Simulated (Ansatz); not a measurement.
# CH5NOZn: up Jacob's ladder to CCSD(T)

An exercise on one series of results from a longer session: the logs are not shown, and one member is left open.

The runs use Ansatz 0.2.0, Gaussian basis; functionals in def2-TZVPP, the program's frozen cores in correlated methods.

Levels to be run: PBE-D4, r2SCAN-D4, PBE0-D4, B3LYP-D4, ωB97X-V, ωB97M-V, B2PLYP; CCSD(T)/def2-TZVPP; MP2/def2-QZVPP; extrapolation to the limit.

## Structure used throughout

An earlier PBE0-D4 in a triple-zeta def2 set relaxation fixed the geometry.

SMILES `NC[O][ZnH]`, 9 atoms, charge 0, spin multiplicity 1.

Atoms are counted from 1 here; the program's logs count them from 0.

Bond lengths: N1–C2 1.436 Å, N1–H5 1.011 Å, N1–H6 1.011 Å, C2–O3 1.398 Å, C2–H7 1.097 Å, C2–H8 1.097 Å, O3–Zn4 1.777 Å, Zn4–H9 1.515 Å. Angles: C2–N1–H5 113.6°, C2–N1–H6 113.6°, H5–N1–H6 110.7°, N1–C2–O3 117.4°, N1–C2–H7 107.1°, N1–C2–H8 107.1°, O3–C2–H7 108.6°, O3–C2–H8 108.6°, H7–C2–H8 107.5°, C2–O3–Zn4 124.4°, O3–Zn4–H9 175.7°.

The first run:

in.yaml reads:

```yaml
crystal:
  periodic: [false, false, false]
  atoms:
    - {symbol: N, position_ang: [0.534151, 0.884924, -0.720865]}
    - {symbol: C, position_ang: [0.862076, -0.465531, -0.358947]}
    - {symbol: O, position_ang: [-0.018942, -1.133900, 0.495558]}
    - {symbol: Zn, position_ang: [-1.506233, -0.423208, 1.159767]}
    - {symbol: H, position_ang: [-0.322533, 0.964509, -1.251968]}
    - {symbol: H, position_ang: [0.529249, 1.523728, 0.062856]}
    - {symbol: H, position_ang: [1.854709, -0.443149, 0.108462]}
    - {symbol: H, position_ang: [0.948636, -1.038244, -1.291034]}
    - {symbol: H, position_ang: [-2.792614, 0.084570, 1.779271]}
basis:
  gaussian: {orbitals: def2-TZVPP}
hamiltonian: {xc: pbe, dispersion: d4}
output: {forces: true, orbitals: {seedname: orbitals}}
```

Run with:

```bash
$ ansatz run in.yaml --threads 4 --pin off --events-out ev --progress --plain --max-ram 10444MiB
```

Steps of the session up to this table: PBE-D4 (GGA); r2SCAN-D4 (meta-GGA); PBE0-D4 (hybrid); B3LYP-D4 (hybrid); ωB97X-V (range-separated); ωB97M-V (range-separated); B2PLYP (double hybrid); CCSD(T) in def2-TZVPP; MP2 in def2-QZVPP.

One of the session's tables, all rows but one given; the rest of the session is left out.

| method | atomisation energy (kJ/mol) |
| --- | --- |
| PBE-D4 | 2958.0 |
| r2SCAN-D4 | ? |
| PBE0-D4 | 2882.3 |
| B3LYP-D4 | 2878.1 |
| ωB97X-V | 2907.6 |
| ωB97M-V | 2897.8 |
| B2PLYP | 2851.6 |
| HF/def2-TZVPP | 1932.4 |
| MP2/def2-TZVPP | 2857.7 |
| CCSD/def2-TZVPP | 2749.5 |
| CCSD(T)/def2-TZVPP | 2799.4 |
| MP2/CBS | 2945.1 |
| CCSD(T)/CBS | 2886.8 |

Q: Estimate the row for r2SCAN-D4 from the others.

The run gave: atomisation energy (kJ/mol): 2896.9. In the column «atomisation energy (kJ/mol)» it lies between CCSD(T)/CBS (2886.8) and ωB97M-V (2897.8).

To keep in mind: Free atoms (1 N, 1 C, 1 O, 1 Zn, 5 H) were run apart at each level; the atomisation energy is their sum less the molecule, without zero-point or spin-orbit terms.
